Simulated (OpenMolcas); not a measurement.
# HF/STO-3G run of C8H18S2 (butyl disulfide)

Aim: the vertical singlet–triplet gap of C8H18S2 (butyl disulfide) at HF/STO-3G, from 2 runs. 

Program for the calculation: OpenMolcas 26.06.

**1. Starting point**

The species is C8H18S2 (28 atoms), meant as a singlet with charge 0. SMILES: `CCCCSSCCCC`. Geometry: relaxed at GFN2-xTB. This is a higher conformer, about 9 kJ/mol above the lowest found by a separate search.

Some bond lengths: C1–C2 1.523 Å, C2–C3 1.527 Å, C3–C4 1.519 Å, C4–S5 1.845 Å, S5–S6 2.026 Å, S6–C7 1.835 Å, C7–C8 1.518 Å, C8–C9 1.530 Å, C9–C10 1.524 Å, C1–H11 1.088 Å, C1–H12 1.087 Å, C1–H13 1.088 Å, C2–H14 1.093 Å, C2–H15 1.092 Å, C3–H16 1.092 Å, C3–H17 1.093 Å. Some angles: C1–C2–C3 111.6°, C2–C3–C4 112.7°, C3–C4–S5 110.4°, C4–S5–S6 102.6°, S5–S6–C7 102.9°, S6–C7–C8 112.7°, C7–C8–C9 112.5°, C8–C9–C10 113.0°, C1–C2–H14 109.4°, C1–C2–H15 109.4°.

**2. Energy and forces at HF/STO-3G**

job.input reads:

```
* C8H18S2 Hartree-Fock

&GATEWAY
  BASLIB=$CurrDir
  COORD
  28
  angstrom
  C       -2.470060       0.110660      -2.795410
  C       -1.786690      -0.102990      -1.451120
  C       -2.790520      -0.479620      -0.363960
  C       -2.136430      -0.680540       0.992330
  S       -1.508210       0.925670       1.648200
  S       -0.174210       0.336540       3.054530
  C        1.437680       0.531980       2.198680
  C        1.616750      -0.448410       1.054000
  C        3.008300      -0.363980       0.423660
  C        3.242640       0.941040      -0.327900
  H       -2.982870      -0.795400      -3.111640
  H       -1.741180       0.376500      -3.557120
  H       -3.202040       0.912020      -2.726150
  H       -1.041110      -0.897000      -1.545320
  H       -1.271440       0.813840      -1.156810
  H       -3.547340       0.303770      -0.282460
  H       -3.296900      -1.407870      -0.641550
  H       -1.290100      -1.362880       0.929550
  H       -2.853140      -1.057550       1.721800
  H        2.173790       0.364030       2.984210
  H        1.493120       1.565730       1.864010
  H        1.456220      -1.461880       1.431720
  H        0.866370      -0.246030       0.285720
  H        3.765490      -0.479880       1.202420
  H        3.119790      -1.198620      -0.272460
  H        2.469300       1.092220      -1.078270
  H        4.206740       0.917770      -0.830370
  H        3.236040       1.790900       0.349740
  BASIS=STO-3G
  GROUP=NoSym

&SEWARD

&SCF
  PRORBITALS=0

&ALASKA
```

The basis set STO-3G is read from a file made from the Basis Set Exchange's data (not shown).

On the command line:

```console
$ export MOLCAS_MEM=1860
$ pymolcas job.input > job.log
```

The program printed:

```text
--- Start Module: gateway ---
[...]
--- Stop Module: gateway /rc=_RC_ALL_IS_WELL_ ---
[...]
      Basis functions           76
[...]
--- Start Module: scf ---
[...]
       Convergence after   9 Iterations
[...]
::    Total SCF energy                              -1096.1349659395
[...]
      Total spin, S                                     0.0000000000
[...]
      Total electronic charge=   98.000000
      Total            charge=   -0.000000
[...]
      Dipole Moment (debye):
      Origin of the operator (angstrom)=   -0.2850    0.1891    0.8010
                   X=  5.5847E-01               Y= -7.5379E-01               Z= -9.1398E-01           Total=  1.3097E+00
      Quadrupole Moment (debye*angstrom):
[...]
--- Stop Module: scf /rc=_RC_ALL_IS_WELL_ ---
[...]
--- Start Module: alaska ---
[...]
 *              Molecular gradients               *
 **************************************************
  Irreducible representation: a
 ------------------------------------------------------------------------------------------
                              X                       Y                       Z
 ------------------------------------------------------------------------------------------
  C1                4.98881671828322E-03   -1.78741988297815E-03    1.26411604458658E-02
  C2               -1.36264428705761E-02   -1.39575543954595E-03   -3.69796977617298E-05
  C3                1.64367424826981E-02    5.09312348222002E-03    2.76572227190419E-03
  C4               -2.02973881432227E-02   -2.11319523054216E-02   -3.27930778150985E-02
  S5                1.65687641612422E-02    4.06722816777005E-05    2.19955082114803E-02
  S6               -1.95167655280266E-02    8.69675463266040E-03   -1.48065934313664E-02
  C7                3.17674529128693E-02   -1.06283855048284E-02   -2.51658889350299E-02
  C8                4.28423370630782E-03    1.09904957068045E-02    8.01490960051898E-03
[...]
--- Stop Module: alaska /rc=_RC_ALL_IS_WELL_ ---
[...]
```

It took 5.4 s on 1 thread of Intel Xeon 6975P-C (Granite Rapids), shared host; peak memory 0.43 GiB.

**3. The triplet**

job.inp reads:

```
>>> EXPORT MOLCAS_PRINT=2
&GATEWAY
BasLib=$CurrDir
Coord
28
angstrom
C       -2.470060       0.110660      -2.795410
C       -1.786690      -0.102990      -1.451120
C       -2.790520      -0.479620      -0.363960
C       -2.136430      -0.680540       0.992330
S       -1.508210       0.925670       1.648200
S       -0.174210       0.336540       3.054530
C        1.437680       0.531980       2.198680
C        1.616750      -0.448410       1.054000
C        3.008300      -0.363980       0.423660
C        3.242640       0.941040      -0.327900
H       -2.982870      -0.795400      -3.111640
H       -1.741180       0.376500      -3.557120
H       -3.202040       0.912020      -2.726150
H       -1.041110      -0.897000      -1.545320
H       -1.271440       0.813840      -1.156810
H       -3.547340       0.303770      -0.282460
H       -3.296900      -1.407870      -0.641550
H       -1.290100      -1.362880       0.929550
H       -2.853140      -1.057550       1.721800
H        2.173790       0.364030       2.984210
H        1.493120       1.565730       1.864010
H        1.456220      -1.461880       1.431720
H        0.866370      -0.246030       0.285720
H        3.765490      -0.479880       1.202420
H        3.119790      -1.198620      -0.272460
H        2.469300       1.092220      -1.078270
H        4.206740       0.917770      -0.830370
H        3.236040       1.790900       0.349740
Basis=STO-3G
Group=NoSym
&SEWARD
&SCF
UHF
Spin=3
PrOrbitals=0
&ALASKA
```

The basis set STO-3G is read from a file made from the Basis Set Exchange's data (not shown).

On the command line:

```console
$ export MOLCAS_MEM=1860
$ pymolcas job.inp > job.log
```

The program printed:

```text
--- Start Module: gateway ---
[...]
--- Stop Module: gateway /rc=_RC_ALL_IS_WELL_ ---
[...]
      Basis functions           76
[...]
--- Start Module: scf ---
[...]
       Convergence after  34 Iterations
[...]
::    Total SCF energy                              -1095.9105856911
[...]
      Total spin, S                                     1.0039582782
[...]
      Total electronic charge=   98.000000
      Total            charge=   -0.000000
[...]
      Dipole Moment (debye):
      Origin of the operator (angstrom)=   -0.2850    0.1891    0.8010
                   X=  3.9127E-01               Y= -4.1886E-01               Z= -4.9196E-01           Total=  7.5536E-01
      Quadrupole Moment (debye*angstrom):
[...]
--- Stop Module: scf /rc=_RC_ALL_IS_WELL_ ---
[...]
--- Start Module: alaska ---
[...]
 *              Molecular gradients               *
 **************************************************
  Irreducible representation: a
 ------------------------------------------------------------------------------------------
                              X                       Y                       Z
 ------------------------------------------------------------------------------------------
  C1                4.81884219989182E-03   -1.84393735711286E-03    1.26586630290015E-02
  C2               -1.34007700560268E-02   -1.14295767598216E-03   -3.85695338949610E-04
  C3                1.78834273781971E-02    8.06210866444568E-03    3.97396032996378E-03
  C4               -3.37543692062425E-03   -3.20406430452431E-02   -4.19308735663015E-02
  S5                1.48712684331839E-01   -5.67713140442905E-02    1.84918694214801E-01
  S6               -1.64629542000650E-01    8.94163691977736E-02   -1.53816349889880E-01
  C7                2.79256113325728E-02   -2.73364215476661E-02   -4.56333781060720E-02
  C8                9.63400383697444E-03    1.19990376490180E-02    6.93654277253386E-03
[...]
--- Stop Module: alaska /rc=_RC_ALL_IS_WELL_ ---
[...]
```

Run time: 8.7 s. Hardware: 1 thread of Intel Xeon 6975P-C (Granite Rapids), shared host; peak memory 0.43 GiB.

**4. Outcome**

At HF/STO-3G:

| quantity | value |
| --- | --- |
| singlet: total energy | -1096.13497 Eh |
| singlet: dipole moment | 1.31 D |
| singlet: HOMO energy | -6.44 eV |
| singlet: LUMO energy | 9.93 eV |
| singlet: HOMO–LUMO gap | 16.37 eV |
| singlet: largest force on an atom | 2.261 eV/Å |
| triplet: total energy | -1095.91059 Eh |
| triplet: dipole moment | 0.76 D |
| triplet: HOMO energy (highest over α and β) | -0.63 eV |
| triplet: LUMO energy (lowest over α and β) | 3.63 eV |
| triplet: ⟨S²⟩ | 2.012 |
| triplet: largest force on an atom | 12.547 eV/Å |
| vertical energy of the triplet above the singlet | 6.106 eV |

In words: At this shape the triplet lies 6.11 eV (141 kcal/mol) above the singlet. The largest force (singlet) is 2.26 eV/Å: the shape isn't a stationary point for this species at this level. In a minimal basis such a difference can be off by several eV, whatever the method. Mulliken charges (singlet) run from -0.18 on C7 to +0.06 on H20.
